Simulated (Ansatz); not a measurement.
# C₂H₇AlN₂O, SMILES [CH3][Al]([OH])[C](=N)N: a single point from an input written key by key

Run with Ansatz 0.2.0 through its Python package.

`c2h7aln2o.py`
```python
import ansatz as az
import numpy as np
import pandas as pd

deck = {
    "crystal": {
        "periodic": [False, False, False],
        "atoms": [
            {"symbol": "C", "position_ang": [-0.0091, -2.2929, 0.1644]},
            {"symbol": "Al", "position_ang": [0.4945, -0.4038, -0.3396]},
            {"symbol": "O", "position_ang": [2.0369, -0.1242, -1.2575]},
            {"symbol": "C", "position_ang": [-0.5672, 1.1505, 0.1535]},
            {"symbol": "N", "position_ang": [-1.7496, 0.9506, 0.7787]},
            {"symbol": "N", "position_ang": [-0.2341, 2.4772, -0.1943]},
            {"symbol": "H", "position_ang": [-1.0084, -2.474, -0.3153]},
            {"symbol": "H", "position_ang": [0.7431, -2.9537, -0.2107]},
            {"symbol": "H", "position_ang": [-0.1485, -2.3057, 1.2975]},
            {"symbol": "H", "position_ang": [2.749, -0.0058, -0.5074]},
            {"symbol": "H", "position_ang": [-2.0909, 0.0051, 1.09]},
            {"symbol": "H", "position_ang": [0.6789, 2.632, -0.6911]},
            {"symbol": "H", "position_ang": [-0.8743, 3.31, 0.0465]},
        ],
    },
    "basis": {"gaussian": {"orbitals": "cc-pVDZ"}},
    "hamiltonian": {"xc": "b3lyp"},
    "output": {"forces": True},
}
session = az.Session.from_dict(deck)
report = session.plan(threads=1).execute().report

print("reference energy %16.6f eV" % report["reference_energy_ev"])
print("total energy     %16.6f eV" % report["free_energy_ev"])
print("occupied orbitals outside the frozen core (up, down):", report["n_occupied"], " frozen:", report["n_frozen"], " virtual:", report["n_virtual"])
symbols = ["C", "Al", "O", "C", "N", "N", "H", "H", "H", "H", "H", "H", "H"]
field = report["mean_field"]
print("<S^2> =", round(abs(field["state"]["spin_squared"]), 4), " all-electron relativity setting:", field["relativity"])
print("passes:", field["passes"])
if "symmetry" in field:
    print("occupied orbitals by irrep:", field["symmetry"]["occupied"])

forces = np.array(report["forces_ev_ang"])
print("largest force", round(float(np.linalg.norm(forces, axis=1).max()), 4), "eV/A, rms", round(float(np.sqrt((forces ** 2).mean())), 4))
charges = report["charge_distribution"]
table = pd.DataFrame({"atom": symbols, "mulliken": charges["mulliken_charges_e"], "lowdin": charges["lowdin_charges_e"]})
print(table.round(3).to_string())
print("dipole (e A):", np.round(charges["dipole_moment_e_ang"], 4) + 0.0)
```

```console
$ python c2h7aln2o.py
reference energy    -13813.294032 eV
total energy        -13813.294032 eV
occupied orbitals outside the frozen core (up, down): [27, 27]  frozen: 0  virtual: [96, 96]
<S^2> = 0.0  all-electron relativity setting: none
passes: {'evaluations': 17, 'products': 13}
occupied orbitals by irrep: [{'A': 27}, {'A': 27}]
largest force 3.4404 eV/A, rms 1.1761
   atom  mulliken  lowdin
0     C    -0.233  -0.070
1    Al     0.436  -0.168
2     O    -0.440   0.053
3     C    -0.009  -0.243
4     N    -0.253   0.046
5     N    -0.151   0.200
6     H     0.052   0.041
7     H     0.046   0.014
8     H     0.051   0.047
9     H     0.177   0.029
10    H     0.091  -0.002
11    H     0.125   0.024
12    H     0.109   0.028
dipole (e A): [ 0.2815 -0.0018  0.1377]
```

Reading the output:
- Total energies depend on the basis set; only differences at equal settings carry meaning.
- The geometry is a force-field or estimated start, not a minimum of this method, and the basis set is short of its limit.
- The Löwdin charges here are taken after orthogonalising the functions within each atom; they differ from plain Löwdin charges, and their signs can be unphysical.
- b3lyp holds the VWN-RPA fit, as in Gaussian; the form of ORCA and Turbomole is b3lyp5.
- Run time: 3.9 s on 1 thread of Intel(R) Xeon(R) 6975P-C (Granite Rapids) (shared host), peak memory 0.36 GiB.

(Lines on the test bed's own set-up are left out of the output.)
